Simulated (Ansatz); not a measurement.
# Na: strong compression

An exercise on one series of results from a longer session: the logs are not shown, and one member is left open.

Computed with Ansatz 0.2.0 (DFT PBEsol, with the methods named in each step, unless a step's input says otherwise).

**The system as given**

Symmetry: Im-3m, No. 229, cubic system. Conventional cell: a = 4.170 Å, b = 4.170 Å, c = 4.170 Å, α = 90.00°, β = 90.00°, γ = 90.00°. Around Na (site symmetry m-3m) lie 8 Na at 3.61 Å.

Structure file:

```
Na
1.0
    -2.08479    2.08479    2.08479
     2.08479   -2.08479    2.08479
     2.08479    2.08479   -2.08479
Na
1
Direct
  0.00000 0.00000 0.00000
```

Whether this phase is the stable one at these pressures isn't tested.

Set-up of the first run:

input.yaml reads:

```yaml
crystal:
  lattice:
    - [-2.0847918675, 2.0847918675, 2.0847918675]
    - [2.0847918675, -2.0847918675, 2.0847918675]
    - [2.0847918675, 2.0847918675, -2.0847918675]
  atoms:
    - { symbol: Na, position: [0.0, 0.0, 0.0] }
kpoints:
  mp_grid: { grid: [13, 13, 13] }
scf:
  occupations: { method: fermi_dirac, width: 0.05 }
hamiltonian:
  xc: pbesol
  pseudopotentials: { kind: paw }
output:
  forces: true
  stress: true
relax:
  f_tol: 0.005
  max_steps: 40
  cell: {}
```

Run with:

```bash
ansatz run input.yaml --threads 1 --pin off --max-ram 2048MiB --backend cpu --events-out ev --progress --plain --runs-dir out
```

Steps of the session up to this table: Cell relaxed at zero pressure, PAW; Volume scaled by 1, PAW; Volume scaled by 0.9, PAW; Volume scaled by 0.8, PAW; Volume scaled by 0.7, PAW; Volume scaled by 0.6, PAW; Volume scaled by 0.5, PAW; Volume scaled by 0.4, PAW; Volume scaled by 0.4, PAW (source ansatz).

One table of the session follows, with a row left open; its other results are not shown here.

```
             method  volume over the first  volume (Å³/atom)  pressure (GPa)
                PAW                      1            36.245            0.01
                PAW                    0.9                 ?               ?
                PAW                    0.8            28.996            2.67
                PAW                    0.7            25.371            5.47
                PAW                    0.6            21.747           10.44
                PAW                    0.5            18.122           19.99
                PAW                    0.4            14.498           40.58
PAW (source ansatz)                    0.4            14.498           40.52
```

Q: Estimate the row for PAW, 0.9 from the others.

The run gave: volume (Å³/atom): 32.620; pressure (GPa): 1.02. In the column «volume (Å³/atom)» it lies between PAW, 0.8 (28.996) and PAW, 1 (36.245).
